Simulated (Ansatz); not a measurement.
# BiS (Pm-3m) in Ansatz: phonons with PBE

Aim: the phonons of BiS with PBE.

All numbers are computed with Ansatz 0.2.0; they aren't measurements. Logs are shortened: lines on timing, memory, paths and dates and some standing lists are left out, and cuts for length are marked.

**1. The crystal as given**

The structure is cubic, space group Pm-3m (No. 221). Conventional cell: a = 4.003 Å, b = 4.003 Å, c = 4.003 Å, α = 90.00°, β = 90.00°, γ = 90.00°. Bi (site symmetry m-3m) has 8 S at 3.47 Å as nearest neighbours. S (site symmetry m-3m) has 8 Bi at 3.47 Å as nearest neighbours.

The cell was built by a generator and needn't be a form met in nature.

**2. Phonons, PBE**

File input.yaml:

```yaml
crystal:
  lattice:
    - [4.00294434, 0.0, 0.0]
    - [0.0, 4.00294434, 0.0]
    - [0.0, 0.0, 4.00294434]
  atoms:
    - { symbol: Bi, position: [0.5, 0.5, 0.5] }
    - { symbol: S, position: [0.0, 0.0, 0.0] }
hamiltonian:
  xc: pbe
  pseudopotentials: { kind: paw }
kpoints:
  mp_grid: { grid: [5, 5, 5] }
scf:
  occupations: { method: fermi_dirac, width: 0.05 }
phonons:
  method: dfpt
```

Potentials or basis: Ansatz PAW.

Run with:

```sh
$ ansatz run input.yaml --threads 2 --pin off --max-ram 5632MiB --backend cpu --events-out ev --progress --plain --runs-dir out
```

Standard output:

```text
Warning: RAYON_NUM_THREADS=2 ignored (pool sized by the plan → 2); use --threads N
Engine: ansatz 0.2.0, aarch64-unknown-linux-gnu
Pseudopotentials: kind: paw
Pseudopotential: Bi, paw, valence charge 15, recommended cutoff 420 eV (normal), Bi.paw.azcp
Pseudopotential: S, paw, valence charge 6, recommended cutoff 420 eV (normal), S.paw.azcp
Functional definition: PBE
  parameter kappa = 0.804
  parameter beta = 0.06672455060314922
  exchange = pbe_x(kappa = kappa, mu = beta*pi^2/3)
  correlation = pbe_c(beta = beta)
Crystal: 2 atoms, lattice volume = 64.141 Å³
Basis set: ecut = 420 eV, 1237 PW (Γ), exchange–correlation on 54×54×54 points (8 copies of the dense FFT grid, shifted against one another)
Bands: 15, of which v1, the nominal top of the filled ones, is band 11 counted from 1 (10 counted from 0)
Symmetry: 48 space group operations
k-points: 18 of 125 (irreducible under 8 space group operations, time reversal used)
Non-local potential: Bi, projectors of the file, l = 0: 2, l = 1: 2, l = 2: 2, l = 3: 2
Non-local potential: S, projectors of the file, l = 0: 2, l = 1: 2, l = 2: 2
PAW form: soft (Blöchl's): semilocal exchange-correlation on the pseudo side does not see the compensation charge
PAW one-centre angular grid: Bi, 590 points (default); XC on 64 Gauss nodes
PAW one-centre angular grid: S, 110 points (default); XC on 64 Gauss nodes
Initial density: superposition of atomic densities (neutral atoms: chi_scale 0, normalization atom), corrected by the library's trained network
Initial wavefunctions: pseudopotential atomic-orbital guess
Functional: x = pbe(κ = 0.804, μ = 0.2195149727645171), c = pbe(β = 0.06672455060314922)
SCF iter   1: F=—  HF=-13297.660283 eV  |F-HF|=—  |Δ(HF+E_count)|=         —  Δρ=1.50e-3  dr2=3.58e-3  ethr=1.77e-3  ⟨swp⟩=6.1  Hψ=1502  notcnv=0
preconditioner: auto → Kerker (q_TF=auto, 2.265 Å⁻¹)  [metal: Δε(μ)=0.080 eV  Ē_g=9.341 eV  σ=0.050 eV  W_gap=0.36  n_scr=18 (ndim 8)  ℏωp=15.4 eV  f_vac=0.000  D(μ)=4.50/eV (n_scr^D=56)]
SCF iter   2: F=—  HF=-13297.659274 eV  |F-HF|=—  |Δ(HF+E_count)|=   1.01e-3  Δρ=5.46e-4  dr2=3.87e-4  ethr=1.70e-5  ⟨swp⟩=2.9  Hψ=633  notcnv=0
SCF iter   3: F=—  HF=-13297.659333 eV  |F-HF|=—  |Δ(HF+E_count)|=   5.88e-5  Δρ=2.54e-4  dr2=9.72e-5  ethr=1.84e-6  ⟨swp⟩=1.2  Hψ=286  notcnv=0
SCF iter   4: F=—  HF=-13297.659346 eV  |F-HF|=—  |Δ(HF+E_count)|=   1.28e-5  Δρ=6.86e-5  dr2=6.28e-6  ethr=4.63e-7  ⟨swp⟩=1.4  Hψ=302  notcnv=0
SCF iter   5: F=—  HF=-13297.659366 eV  |F-HF|=—  |Δ(HF+E_count)|=   2.00e-5  Δρ=1.73e-5  dr2=2.47e-7  ethr=2.99e-8  ⟨swp⟩=2.2  Hψ=338  notcnv=0
SCF iter   6: F=—  HF=-13297.659343 eV  |F-HF|=—  |Δ(HF+E_count)|=   2.25e-5  Δρ=7.04e-6  dr2=5.84e-8  ethr=1.17e-9  ⟨swp⟩=2.0  Hψ=335  notcnv=0
SCF iter   7: F=—  HF=-13297.659343 eV  |F-HF|=—  |Δ(HF+E_count)|=   5.68e-9  Δρ=2.67e-6  dr2=9.09e-9  ethr=2.78e-10  ⟨swp⟩=1.6  Hψ=325  notcnv=0
SCF iter   8: F=—  HF=-13297.659343 eV  |F-HF|=—  |Δ(HF+E_count)|=   1.57e-9  Δρ=7.64e-7  dr2=6.94e-10  ethr=4.33e-11  ⟨swp⟩=1.1  Hψ=281  notcnv=0
SCF iter   9: F=—  HF=-13297.659343 eV  |F-HF|=—  |Δ(HF+E_count)|=  2.73e-11  Δρ=1.54e-7  dr2=2.86e-11  ethr=3.30e-12  ⟨swp⟩=2.1  Hψ=367  notcnv=0
SCF iter  10: F=-13297.659343 eV  HF=-13297.659343 eV  |F-HF|=0.00e0  |Δ(HF+E_count)|=  1.46e-11  Δρ=8.05e-9  dr2=5.00e-14  ethr=1.00e-12  ⟨swp⟩=6.9  Hψ=1405  notcnv=0
SCF 1 converged in 10 iterations: F = -13297.659343 eV  dr2 = 5.00e-14
DFPT response loops at Γ: preconditioner auto → Kerker (q_TF=auto, 2.265 Å⁻¹) (partly filled bands, converged f_vac=0.000); β = 1.00, the filter's whole step (`scf.mixing.beta` (0.50) is not read by the response loops under this deck's `scf.mixing.preconditioner`; to damp them name `kerker` or `kerker_dos`, under which they read `scf.mixing.beta`, and type it under 1.00, their step now; both keys bind the ground state too); Broyden in place of MSR1
SCF converged after 10 iterations
Free energy (F): -13297.659343 eV
Harris-Foulkes:  -13297.659343 eV  (|F-HF|=0.00e0)
Internal energy: -13297.625333 eV  (E = F + TS)
E sigma→0 (E₀):  -13297.642338 eV
Entropy (-TS):   -0.034010 eV (-17.005 meV/atom)
Fermi energy:    6.611393 eV
--- Per-component energies (eV) ---
  E_band       = -156.968977
  E_kinetic    = 398.947003
  E_local      = -1746.181583  (includes V_loc(G=0)·N_el)
  E_nonlocal   = 589.611190
  E_hartree    = 558.836340
  E_xc         = -244.285226
  E_vxc        = -225.964240  (∫ρ·V_xc dr)
  E_paw        = -11262.973758  (= ΣΔE_a)
  E_vpaw       = -291.053591  (= ΣTr[D̂ρ^β])
  E_aug_tail   = -0.000441  (compensation charges beyond the density's cutoff)
  E_ewald      = -1591.578859
  E_smearing   = -0.034010  (= −TS)
  E_closure    = 0.000000  (closes the sum)
  Σ components = -13297.659343   (vs F -13297.659343, Δ=0.00e0)
--- Band table (eV; the first three rows and the last of 18) ---
  k-point 0: bands = ["-17.0085", "-17.0085", "-16.9638", "-16.9638", "-16.9638", "-6.3320", "-3.2837", "4.5599", "4.5599", "4.5599", "9.2487", "9.2487", "9.2487", "11.2328", "11.2328"]
  k-point 1: bands = ["-17.0082", "-16.9977", "-16.9667", "-16.9667", "-16.9636", "-6.0821", "-3.5450", "4.3267", "4.8029", "4.8029", "7.6298", "8.8212", "8.8212", "11.5618", "12.8136"]
  k-point 2: bands = ["-17.0077", "-16.9802", "-16.9714", "-16.9714", "-16.9632", "-5.4428", "-4.2305", "4.4734", "5.3362", "5.3362", "5.6539", "7.9860", "7.9860", "12.5349", "14.2823"]
  k-point 17: bands = ["-16.9793", "-16.9791", "-16.9791", "-16.9645", "-16.9645", "-4.8164", "-3.5774", "3.5090", "3.8748", "3.8748", "5.6485", "5.6485", "6.5298", "15.2547", "16.0968"]
--- Phonons (Γ-DFPT): 2 representative perturbations + reference, on 18 of 125 k-points (Σ response iterations 6) ---
  k mesh reduced under 8 symmetry operations, with k and −k counted as one. Each operation leaves every solved perturbation unchanged. A smaller set is not used because it would not reduce the number of displacements times k-points to solve
  ASR residual: 1.126e-4 → 0.000e0 eV/Å²; symmetrization residual: 7.960e-6 eV/Å²
  ASR residual per site (eV/Å²): 1.65e-5 1.13e-4
  Γ frequencies (cm⁻¹): -142.27 -142.27 -142.27 0.00 0.00 0.00
  non-analytic LO–TO correction: not included (Born effective charges unavailable; polar crystals: no LO–TO splitting at Γ)
```

Run time: 2.7 s. Hardware: 2 threads of Arm Neoverse V2, shared host; peak memory 0.39 GiB.

Results:

- Free energy: -13297.6593 eV
- Band gap on the k mesh: none (metal or under the smearing width)
- Highest phonon frequency at Γ: 0 cm⁻¹
- Most unstable mode: 142i cm⁻¹

Phonon frequencies in cm⁻¹ (negative: imaginary):
| q point | frequencies |
| --- | --- |
| (0.000, 0.000, 0.000) | -142 -142 -142 0 0 0 |

Caveat: some modes are imaginary; spin-orbit coupling is left out, which moves the levels of the heavy elements.
